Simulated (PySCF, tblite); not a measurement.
# C₅H₄O₂S+ (doublet): geometry, infrared bands and EPR parameters

Wanted: the infrared bands and EPR parameters of C₅H₄O₂S+ (doublet) (`O=C(O)C1=CS[CH][CH+]1`), by calculation.

The runs use tblite 0.8.0 and PySCF 2.14.0, with density-fitted response routines of our own; the level of theory stands in each step. All values are computed, except where a source is named. Atoms are numbered from 0 throughout.

### Step 1. The starting structure

12 atoms, charge 1, multiplicity 2; geometry from: force field or distance geometry start.

Bonds of the start (Å): O0–C1 1.22, C1–O2 1.36, C1–C3 1.47, C3–C4 1.36, C4–S5 1.76, S5–C6 1.74, C6–C7 1.43, C7–C3 1.43, O2–H8 0.98, C4–H9 1.08, C6–H10 1.08, C7–H11 1.08.

### Step 2. Optimising the geometry with GFN2-xTB

The job: settings as JSON, then the geometry in Å.

```
{"job": {"kind": "relax", "xc": "GFN2-xTB", "basis": "xTB"}, "charge": 1, "multiplicity": 2}
O      2.068800    -0.389200    -1.324100
C      1.524000    -0.370600    -0.236400
O      2.227000    -0.689400     0.888500
C      0.123800    -0.030300     0.031100
C     -0.465000    -0.026300     1.254400
S     -2.170200     0.422000     1.236500
C     -2.124000     0.617500    -0.495900
C     -0.806900     0.333500    -0.988900
H      3.123600    -0.886500     0.554500
H      0.031200    -0.265400     2.182000
H     -2.978900     0.905600    -1.090400
H     -0.552100     0.378400    -2.037400
```

The run is started by

```sh
$ OMP_NUM_THREADS=1 python probes_run.py task.json out
```

One launch serves the whole session: the jobs run in the order shown.

The log of the run:

```text
step      E/eV     max force
  0    -641.84720    2.054
  1    -642.00132    0.980
  2    -642.03042    1.068
  3    -642.05208    0.436
  4    -642.06638    0.378
  5    -642.07921    0.339
  6    -642.09006    0.248
  7    -642.09335    0.119
  8    -642.09434    0.088
  9    -642.09491    0.090
 10    -642.09551    0.084
 11    -642.09585    0.050
 12    -642.09599    0.030
 13    -642.09606    0.021
 14    -642.09611    0.021
 15    -642.09615    0.017
 16    -642.09617    0.017
 17    -642.09619    0.017
 18    -642.09622    0.018
 19    -642.09625    0.022
 20    -642.09629    0.019
 21    -642.09632    0.014
 22    -642.09633    0.010
 23    -642.09635    0.015
 24    -642.09637    0.017
 25    -642.09639    0.019
 26    -642.09641    0.013
 27    -642.09642    0.007
```

Run time: 0.11 s. Hardware: 1 thread of AMD EPYC 9R45, shared host.

Step by step:

```
step  energy from step 0 (eV)  largest force (eV/Å)
   0                   0.0000                2.0537
   1                  -0.1541                0.9802
   2                  -0.1832                1.0677
   3                  -0.2049                0.4362
   4                  -0.2192                0.3783
   5                  -0.2320                0.3389
   6                  -0.2429                0.2480
   7                  -0.2461                0.1187
   8                  -0.2471                0.0880
   9                  -0.2477                0.0900
  10                  -0.2483                0.0839
  11                  -0.2486                0.0504
  12                  -0.2488                0.0298
  13                  -0.2489                0.0212
  14                  -0.2489                0.0212
  15                  -0.2489                0.0172
  16                  -0.2490                0.0166
  17                  -0.2490                0.0170
  18                  -0.2490                0.0180
  19                  -0.2491                0.0218
  20                  -0.2491                0.0188
  21                  -0.2491                0.0136
  22                  -0.2491                0.0104
  23                  -0.2491                0.0150
  24                  -0.2492                0.0167
  25                  -0.2492                0.0185
  26                  -0.2492                0.0128
  27                  -0.2492                0.0071
```

Close pairs (by a distance rule), those that changed most:

```
  bond  before (Å)  after (Å)  change (Å)
 S5–C6       1.744      1.687      -0.057
 C1–O2       1.364      1.309      -0.055
 C6–C7       1.435      1.384      -0.051
 C1–C3       1.466      1.500      +0.034
 O0–C1       1.217      1.202      -0.015
 C4–S5       1.763      1.769      +0.005
C6–H10       1.080      1.076      -0.005
 C4–H9       1.079      1.075      -0.004
```

The end geometry stands in the next job.

### Step 3. Vibrational analysis with GFN2-xTB

The job: settings as JSON, then the geometry in Å.

```
{"job": {"kind": "ir", "xc": "GFN2-xTB", "basis": "xTB"}, "charge": 1, "multiplicity": 2}
O      1.964361    -0.353626    -1.377861
C      1.538831    -0.374439    -0.254425
O      2.212884    -0.678492     0.825800
C      0.108163    -0.033746     0.039843
C     -0.455812    -0.030114     1.274032
S     -2.161990     0.427684     1.186671
C     -2.073459     0.600725    -0.489295
C     -0.812593     0.328839    -0.991297
H      3.144693    -0.900008     0.640775
H      0.006774    -0.260958     2.216548
H     -2.934105     0.893965    -1.064227
H     -0.536548     0.379484    -2.032590
```

The log of the run:

```text
mode    cm-1     km/mol
  1      35.5      2.03
  2     150.8      0.25
  3     160.1      0.51
  4     339.4      0.48
  5     343.5     31.86
  6     432.3     15.76
  7     448.9      7.00
  8     569.0     20.30
  9     633.1     37.86
 10     634.5      9.09
 11     699.3    241.20
 12     755.1      0.56
 13     761.5     49.95
 14     767.4     10.46
 15     802.5     28.55
 16     831.6      1.59
 17     908.4      4.26
 18    1024.1      6.56
 19    1060.9      8.33
 20    1118.9     10.32
 21    1139.6    307.29
 22    1210.9     46.66
 23    1237.3    141.39
 24    1304.4    212.48
 25    1487.5     27.38
 26    1716.1    276.58
 27    3106.5     17.53
 28    3133.3     67.14
 29    3139.1     26.26
 30    3367.3    268.90
```

Run time: 0.26 s. Hardware: 1 thread of AMD EPYC 9R45, shared host.

Which atoms move in the most intense modes:

```
cm⁻¹  km/mol                               atoms
 699   241.2  C1 32 %, H8 29 %, H9 12 %, O2 10 %
 762    50.0           C4 61 %, S5 17 %, H9 15 %
1140   307.3                    H8 51 %, O2 31 %
1237   141.4           C1 46 %, H8 19 %, O2 15 %
1304   212.5           C3 36 %, C6 23 %, C7 20 %
1716   276.6                    C1 61 %, O0 36 %
3133    67.1                            H10 85 %
3367   268.9                             H8 94 %
```

### Step 4. g tensor and hyperfine couplings: B3LYP/pcH-1

The job, as its differences from that of step 3:

```diff
@@ -1,2 +1,2 @@
-{"job": {"kind": "ir", "xc": "GFN2-xTB", "basis": "xTB"}, "charge": 1, "multiplicity": 2}
+{"job": {"kind": "epr", "basis": "pcH-1"}, "charge": 1, "multiplicity": 2}
 O      1.964361    -0.353626    -1.377861
```

Method: UKS B3LYP, pcH-1 on C H O S, non-relativistic, mean-field spin-orbit, GIAO.

The log of the run:

```text
UKS, coarse grid
  cycle   1  E = -741.07764523  |g| = 7.23e-01
  cycle   2  E = -738.58752034  |g| = 1.98e+00
  cycle   3  E = -741.11645071  |g| = 5.86e-01
  cycle   4  E = -741.25534910  |g| = 1.74e-01
  cycle   5  E = -741.26660839  |g| = 1.24e-01
  cycle   6  E = -741.27183429  |g| = 3.48e-02
  cycle   7  E = -741.27233433  |g| = 1.72e-02
  cycle   8  E = -741.27249270  |g| = 5.25e-03
  cycle   9  E = -741.27252246  |g| = 3.10e-03
  cycle  10  E = -741.27253600  |g| = 1.57e-03
  cycle  11  E = -741.27255540  |g| = 1.13e-03
  cycle  12  E = -741.27256244  |g| = 1.09e-03
  cycle  13  E = -741.27256728  |g| = 5.38e-04
UKS, final grid
  cycle   1  E = -741.27257620  |g| = 8.41e-04
  cycle   2  E = -741.27257582  |g| = 1.63e-03
  cycle   3  E = -741.27257705  |g| = 2.87e-04
  cycle   4  E = -741.27257724  |g| = 2.67e-04
  cycle   5  E = -741.27257779  |g| = 1.17e-04
  cycle   6  E = -741.27257783  |g| = 5.84e-05
  cycle   7  E = -741.27257784  |g| = 3.67e-05
  cycle   8  E = -741.27257785  |g| = 1.53e-05
E = -741.27257785 Eh   <S^2> = 0.7645 (exact 0.7500)
g shifts (ppm)      1          2          3
  rmc          -139       -139       -139
  gc             37          3         31
  oz_so       -1293       -259       2967
  total       -1394       -394       2859
hyperfine (MHz)  atom isotope    a_iso     a_fc   dipolar eigenvalues
    0   17O       1.22       1.18     -2.76     -2.39      5.16
    1   13C       2.75       2.75     -0.85      0.28      0.57
    2   17O      -1.02      -0.99     -1.85      0.61      1.24
    3   13C     -25.28     -25.36    -12.48      5.80      6.68
    4   13C      42.99      43.37    -38.92    -37.04     75.96
    5   33S       0.99       0.91     -6.01     -3.71      9.72
    6   13C      24.14      23.99    -33.27    -32.20     65.47
    7   13C      15.84      15.96    -26.89    -25.00     51.89
    8    1H      -0.36      -0.37     -1.26     -0.91      2.17
    9    1H     -33.83     -33.78    -18.29     -2.58     20.87
   10    1H     -27.91     -27.95    -16.16     -3.60     19.76
   11    1H     -22.79     -22.80    -13.67     -3.41     17.08
```

Run time: 37 s. Hardware: 1 thread of AMD EPYC 9R45, shared host; peak memory 1.1 GiB.

Principal g values 2.00093, 2.00193, 2.00518; g(iso) = 2.00268, against 2.00232 for a free electron.

Hyperfine couplings, nucleus by nucleus at this fixed geometry (no averaging over rotations):

```
nuclei  isotope  a(iso) (MHz)  a(iso) (G, at g = 2.0023)  largest dipolar term (MHz)
    C4      13C          43.0                       15.3                        76.0
    H9       1H         -33.8                      -12.1                        20.9
   H10       1H         -27.9                      -10.0                        19.8
    C3      13C         -25.3                       -9.0                       -12.5
    C6      13C          24.1                        8.6                        65.5
   H11       1H         -22.8                       -8.1                        17.1
    C7      13C          15.8                        5.7                        51.9
    C1      13C           2.7                        1.0                        -0.8
    O0      17O           1.2                        0.4                         5.2
    O2      17O          -1.0                       -0.4                        -1.8
    S5      33S           1.0                        0.4                         9.7
    H8       1H          -0.4                       -0.1                         2.2
```

Mulliken spin populations:

```
atom  value (e)
  O0      -0.02
  C1       0.01
  O2       0.01
  C3      -0.13
  C4       0.49
  S5       0.01
  C6       0.37
  C7       0.32
  H8       0.00
  H9      -0.02
 H10      -0.02
 H11      -0.01
```

In first order the couplings over 0.8 MHz of 1H give 8 distinct lines over 30.2 G.

The fields below are evaluated on a grid from the run's orbitals.

ELF in a plane through or near 12 of the atoms.

Ten even steps from ' ' (0.00) to '@' (1.00):
```
                                                        
                                                        
                                                        
                      ::**++      ..----::              
                    ..@@@@@@++  ..++%%%%%%==..          
                      @@@@@@%%::==**%%@@@@**::          
              --++--  --@@@@--##%%--%%--%%**..          
            ..**%%%%::  ==++%%##%%..##::++::            
        --++**##++%%--  --%%%%==::++%%%%--              
        ##@@@@%%**##====**::++::  ++++++**++==..        
        ##%%@@**++**..++@@::##%%++%%----@@@@@@%%        
        ..==::  ..==::::**==%%..++%%####@@@@@@@@..      
              --**######::  ++%%##**::::##@@@@++        
            --##%%****%%++  %%@@@@%%..  ..--::          
            ::++##%%%%%%**  **@@@@@@--                  
              ..==++**++--  ::@@@@%%..                  
                                                        
                                                        
                                                        
                                                        
```
The map spans 11.9 Å across and 9.6 Å up, centred on the molecule. Atoms in the plane (x, y in Å): O0 (-1.7, -1.7), C1 (-1.5, -0.5), O2 (-2.4, 0.4), C3 (-0.1, 0.0), C4 (0.2, 1.3), S5 (2.0, 1.5), C6 (2.2, -0.1), C7 (1.0, -0.8), H8 (-3.3, 0.1), H9 (-0.4, 2.2), H10 (3.2, -0.5), H11 (0.9, -1.9).

log10 of the density (e/Å³) in the same plane.

Values, 10 rows by 14 columns:
```
-4.0 -4.0 -4.0 -4.0 -4.0 -4.0 -4.0 -4.0 -4.0 -4.0 -4.0 -4.0 -4.0 -4.0
-4.0 -4.0 -4.0 -4.0 -4.0 -3.8 -2.9 -2.9 -2.8 -2.5 -2.7 -3.6 -4.0 -4.0
-4.0 -4.0 -4.0 -4.0 -3.3 -2.2 -0.9 -1.0 -1.2 -0.7 -1.2 -2.3 -3.8 -4.0
-4.0 -4.0 -3.3 -1.8 -1.2 -1.4 -0.2  0.3  0.0  1.6 -0.3 -1.8 -3.4 -4.0
-4.0 -3.8 -1.8 -0.3  1.0 -0.3 -0.3  0.3 -0.4  0.2 -0.5 -1.8 -3.2 -4.0
-4.0 -3.8 -1.7 -0.3  0.1  0.6  0.2  0.3  0.2  0.8  0.2 -0.8 -2.6 -4.0
-4.0 -4.0 -3.1 -1.6 -0.1  0.7 -0.5 -0.3  0.3 -0.6 -0.9 -1.5 -3.0 -4.0
-4.0 -4.0 -4.0 -1.9 -0.5  0.1 -0.9 -1.1 -0.5 -1.7 -2.7 -3.3 -4.0 -4.0
-4.0 -4.0 -4.0 -3.5 -2.3 -2.0 -2.5 -2.8 -2.6 -3.2 -4.0 -4.0 -4.0 -4.0
-4.0 -4.0 -4.0 -4.0 -4.0 -4.0 -4.0 -4.0 -4.0 -4.0 -4.0 -4.0 -4.0 -4.0
```
The map spans 11.9 Å across and 9.6 Å up, centred on the molecule. Atoms in the plane (x, y in Å): O0 (-1.7, -1.7), C1 (-1.5, -0.5), O2 (-2.4, 0.4), C3 (-0.1, 0.0), C4 (0.2, 1.3), S5 (2.0, 1.5), C6 (2.2, -0.1), C7 (1.0, -0.8), H8 (-3.3, 0.1), H9 (-0.4, 2.2), H10 (3.2, -0.5), H11 (0.9, -1.9).

On the surface of density 0.002 e/bohr³ the electrostatic potential runs, from the 1st to the 99th percentile, from 1.73 V near O0 to 6.23 V near H8.

The spin density lies nearest to C4, C6 about 28 % each; C7 20 %; S5 6 %.

### Step 5. Summary of results

```
                                 quantity                  value
strongest single infrared mode (GFN2-xTB)  1140 cm⁻¹, 307 km/mol
             zero-point energy (GFN2-xTB)          47.6 kcal/mol
                           g(iso) (B3LYP)                2.00268
                                     ⟨S²⟩     0.765 (exact 0.75)
                           largest a(iso)    13C on C4, 43.0 MHz
```

**Reading.** Over 27 steps the energy fell by 0.249 eV; of the close pairs, S5–C6 changed most, 1.744 to 1.687 Å. No mode is imaginary among the 30: a minimum at this level. The strongest single mode, at 1140 cm⁻¹, moves mainly H8 and O2. GFN2-xTB is a fitted tight-binding method: band positions and strengths are rough. Its intensities can rank the bands wrongly. The largest spin populations lie on C4 (0.49 e), C6 (0.37 e). The isotropic g lies 0.4 ppt above the free-electron value.
